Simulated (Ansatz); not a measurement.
# C₅H₇ClO₂Zn: small, medium and large basis sets

The task here is to estimate one member of a computed series from the others.

Computed with Ansatz 0.2.0, Gaussian basis. Level: one geometry, several basis sets.

Levels to be run: PBE0-D4/def2-SVP; ωB97M-V/def2-SVP; ωB97M-V/def2-QZVPP; the functionals' def2-TZVPP values are taken from earlier runs.

1 further run of the same task is left out (it didn't finish).

## The geometry

All runs share one geometry, relaxed beforehand with PBE0-D4 in a triple-zeta def2 set.

SMILES `CC1=CC(C)=[O+][Zn-]([Cl])[O]1`, 16 atoms, charge 0, spin multiplicity 1.

Atoms are counted from 1 here; the program's logs count them from 0.

Bond lengths: C1–C2 1.496 Å, C1–H10 1.093 Å, C1–H11 1.093 Å, C1–H12 1.088 Å, C2–C3 1.398 Å, C2–O9 1.272 Å, C3–C4 1.398 Å, C3–H13 1.081 Å, C4–C5 1.496 Å, C4–O6 1.272 Å, C5–H14 1.088 Å, C5–H15 1.093 Å, C5–H16 1.093 Å, O6–Zn7 1.922 Å, Zn7–Cl8 2.119 Å, Zn7–O9 1.922 Å. Angles: C2–C1–H10 109.0°, C2–C1–H11 109.0°, C2–C1–H12 112.6°, H10–C1–H11 106.9°, H10–C1–H12 109.6°, H11–C1–H12 109.6°, C1–C2–C3 119.4°, C1–C2–O9 115.0°, C3–C2–O9 125.6°, C2–C3–C4 125.9°, C2–C3–H13 117.1°, C4–C3–H13 117.1°, C3–C4–C5 119.4°, C3–C4–O6 125.6°, C5–C4–O6 115.0°, C4–C5–H14 112.6°, C4–C5–H15 109.0°, C4–C5–H16 109.0° and more.

The first run:

in.yaml reads:

```yaml
crystal:
  periodic: [false, false, false]
  atoms:
    - {symbol: C, position_ang: [2.489506, -0.470608, -0.659469]}
    - {symbol: C, position_ang: [1.122995, -0.534830, -0.054117]}
    - {symbol: C, position_ang: [0.174348, 0.432600, -0.398170]}
    - {symbol: C, position_ang: [-1.136153, 0.502249, 0.083481]}
    - {symbol: C, position_ang: [-2.032375, 1.604907, -0.384369]}
    - {symbol: O, position_ang: [-1.665506, -0.306264, 0.910075]}
    - {symbol: Zn, position_ang: [-0.727841, -1.806019, 1.661785]}
    - {symbol: Cl, position_ang: [-1.329850, -3.299967, 3.038528]}
    - {symbol: O, position_ang: [0.937109, -1.501000, 0.751581]}
    - {symbol: H, position_ang: [2.687400, -1.404947, -1.190151]}
    - {symbol: H, position_ang: [3.229479, -0.396501, 0.141007]}
    - {symbol: H, position_ang: [2.605929, 0.368720, -1.342602]}
    - {symbol: H, position_ang: [0.481692, 1.195155, -1.099487]}
    - {symbol: H, position_ang: [-1.540541, 2.274586, -1.087446]}
    - {symbol: H, position_ang: [-2.917803, 1.168481, -0.852757]}
    - {symbol: H, position_ang: [-2.378392, 2.173448, 0.482110]}
basis:
  gaussian: {orbitals: def2-SVP}
hamiltonian: {xc: pbe0, dispersion: d4}
output: {orbitals: {seedname: orbitals}}
```

Run with:

```bash
$ ansatz run in.yaml --threads 4 --pin off --events-out ev --progress --plain --max-ram 66560MiB --backend cpu
```

Steps of the session up to this table: PBE0-D4 in def2-SVP; ωB97M-V in def2-SVP; ωB97M-V in def2-QZVPP.

One table of the session follows, with a row left open; its other results are not shown here.

It belongs to the step «Functionals by basis». 

```
functional       basis  HOMO (eV)  LUMO (eV)
   PBE0-D4    def2-SVP      -7.26      -1.66
   PBE0-D4  def2-TZVPP      -7.39      -1.84
   ωB97M-V    def2-SVP      -9.33       0.48
   ωB97M-V  def2-TZVPP          ?          ?
   ωB97M-V  def2-QZVPP      -9.52       0.20
```

Estimate the missing values for ωB97M-V, def2-TZVPP.

The run gave: HOMO (eV): -9.50; LUMO (eV): 0.25. In the column «HOMO (eV)» it lies between ωB97M-V, def2-QZVPP (-9.52) and ωB97M-V, def2-SVP (-9.33).
